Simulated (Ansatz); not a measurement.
**SbNH4: ionisation energy by level of theory**

One table from this session's results is given with a row withheld; the runs are named, their logs left out.

Method: unrestricted cation, the program's frozen cores in correlated methods; program: Ansatz 0.2.0, Gaussian basis.

The runs, in order: UKS PBE-D4/def2-TZVPP; UKS r2SCAN-D4/def2-TZVPP; UKS PBE0-D4/def2-TZVPP; UKS B3LYP-D4/def2-TZVPP; UKS wB97X-V/def2-TZVPP; UKS wB97M-V/def2-TZVPP; UKS B2PLYP/def2-TZVPP; UHF-CCSD(T)/def2-TZVPP; UHF-MP2/def2-QZVPP; extrapolation to the limit; then −ε(HOMO) from the neutral's earlier runs with LDA (SPW92), PBE-D4, revPBE-D4, BLYP-D4, r2SCAN-D4, B97M-V, PBE0-D4, B3LYP-D4, r2SCANh-D4, r2SCAN0-D4, HSE06-D4, BHLYP-D4, CAM-B3LYP-D4, LC-ωPBE, ωB97X-V, ωB97M-V.

**The geometry**

All runs share one geometry, relaxed beforehand with PBE0-D4 in a triple-zeta def2 set. Sb takes the def2 core potential; no spin-orbit term is included.

6 atoms, charge 0, spin multiplicity 1.

Atoms are counted from 1 here; the program's logs count them from 0.

Bond lengths: N1–Sb2 2.036 Å, N1–H3 1.012 Å, N1–H4 1.012 Å, Sb2–H5 1.724 Å, Sb2–H6 1.710 Å. Angles: Sb2–N1–H3 114.0°, Sb2–N1–H4 111.2°, H3–N1–H4 108.1°, N1–Sb2–H5 99.5°, N1–Sb2–H6 93.5°, H5–Sb2–H6 90.2°.

The first run:

The input, in.yaml:

```yaml
crystal:
  periodic: [false, false, false]
  atoms:
    - {symbol: N, position_ang: [-0.061587, -0.994719, 0.364027]}
    - {symbol: Sb, position_ang: [0.632717, 0.919303, 0.335397]}
    - {symbol: H, position_ang: [-0.745015, -1.194895, -0.354421]}
    - {symbol: H, position_ang: [0.695694, -1.659231, 0.270756]}
    - {symbol: H, position_ang: [0.422740, 1.273762, -1.338326]}
    - {symbol: H, position_ang: [-0.902349, 1.591880, 0.676466]}
basis:
  gaussian: {orbitals: def2-TZVPP}
total_charge: 1
magnetization: {spin_polarized: true, initial_magnetization: 1}
hamiltonian: {xc: pbe, dispersion: d4}
```

Run with:

```bash
$ ansatz run in.yaml --threads 2 --pin off --events-out ev --progress --plain --max-ram 4352MiB
```

Among the steps run: Cation, UKS PBE-D4/def2-TZVPP; Cation, UKS r2SCAN-D4/def2-TZVPP; Cation, UKS PBE0-D4/def2-TZVPP; Cation, UKS B3LYP-D4/def2-TZVPP; Cation, UKS wB97X-V/def2-TZVPP; Cation, UKS wB97M-V/def2-TZVPP; Cation, UKS B2PLYP (frozen core)/def2-TZVPP; Cation, UHF-CCSD(T)/def2-TZVPP; Cation, UHF-MP2/def2-QZVPP.

One of the session's tables, all rows but one given; the rest of the session is left out.

It belongs to the step «Ionisation energies side by side». Orbital estimates, from the neutral's runs:

```
  functional  −ε(HOMO) (eV)
 LDA (SPW92)           6.08
      PBE-D4           5.96
   revPBE-D4           5.91
     BLYP-D4           5.82
   r2SCAN-D4           6.27
      B97M-V           6.36
     PBE0-D4           7.31
    B3LYP-D4              ?
  r2SCANh-D4           6.78
  r2SCAN0-D4           7.49
    HSE06-D4           6.91
    BHLYP-D4           8.28
CAM-B3LYP-D4           8.61
     LC-ωPBE           9.87
     ωB97X-V           9.56
     ωB97M-V           9.45
```

**Question.** Estimate the row for B3LYP-D4.

Worked estimate for «−ε(HOMO) (eV)». Against the share of exact exchange, BLYP-D4 (0, 5.82), BHLYP-D4 (0.5, 8.28) give a slope of 4.92 per unit share; at 0.2 the line stands at 6.80.

As computed: −ε(HOMO) (eV): 7.09. In «−ε(HOMO) (eV)» the line misses by -0.29.
